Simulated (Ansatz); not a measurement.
# TaBe: the cost of one run

Method: DFT PBE, scalar-relativistic, plane waves, PAW, in Ansatz 0.2.0.

1 further run of the same task is left out (it didn't finish).

## Step 1: The starting structure

The structure is cubic, space group Fd-3m (No. 227). Conventional cell: a = 5.931 Å, b = 5.931 Å, c = 5.931 Å, α = 90.00°, β = 90.00°, γ = 90.00°. Around Ta (site symmetry -43m) lie 4 Ta at 2.57 Å and 4 Be at 2.57 Å. Be (site symmetry -43m) is surrounded by 4 Ta at 2.57 Å and 4 Be at 2.57 Å.

Coordinates:

```xyz
4
Lattice="0.0000 2.9655 2.9655 2.9655 0.0000 2.9655 2.9655 2.9655 0.0000" Properties=species:S:1:pos:R:3 pbc="T T T"
Ta    2.9655    2.9655    2.9655
Ta    4.4483    4.4483    4.4483
Be    0.0000    0.0000    0.0000
Be    1.4828    1.4828    1.4828
```

This is candidate A: NaTl (B32) type (Fd-3m, No. 227).

(A quick probe on a coarse mesh, which set the mesh and smearing, is not shown.)

## Step 3: A loose first relaxation (candidate A)

input.yaml

```yaml
crystal:
  lattice:
    - [0.0, 2.965519371, 2.965519371]
    - [2.965519371, 0.0, 2.965519371]
    - [2.965519371, 2.965519371, 0.0]
  atoms:
    - { symbol: Ta, position: [0.5, 0.5, 0.5] }
    - { symbol: Ta, position: [0.75, 0.75, 0.75] }
    - { symbol: Be, position: [0.0, 0.0, 0.0] }
    - { symbol: Be, position: [0.25, 0.25, 0.25] }
basis:
  ecutwfc: 420
kpoints:
  mp_grid: { grid: [6, 6, 6] }
hamiltonian:
  xc: pbe
scf:
  occupations: { method: gaussian, width: 0.1 }
  lower_state_search: "off"
output:
  forces: true
  stress: true
  eigenvalues: true
relax:
  adjacent_minimum: "off"
  f_tol: 0.04
  max_steps: 70
  cell: { stress_tol: 0.4 }
```

Started as:

```sh
$ ansatz run input.yaml --threads 1 --pin off --max-ram 2560MiB --backend cpu --events-out ev --progress --plain --runs-dir out
```

Q: Estimate wall time and peak memory on 1 thread of Arm Neoverse V2, shared host.

About 5.4 s, with a peak of 0.31 GiB.
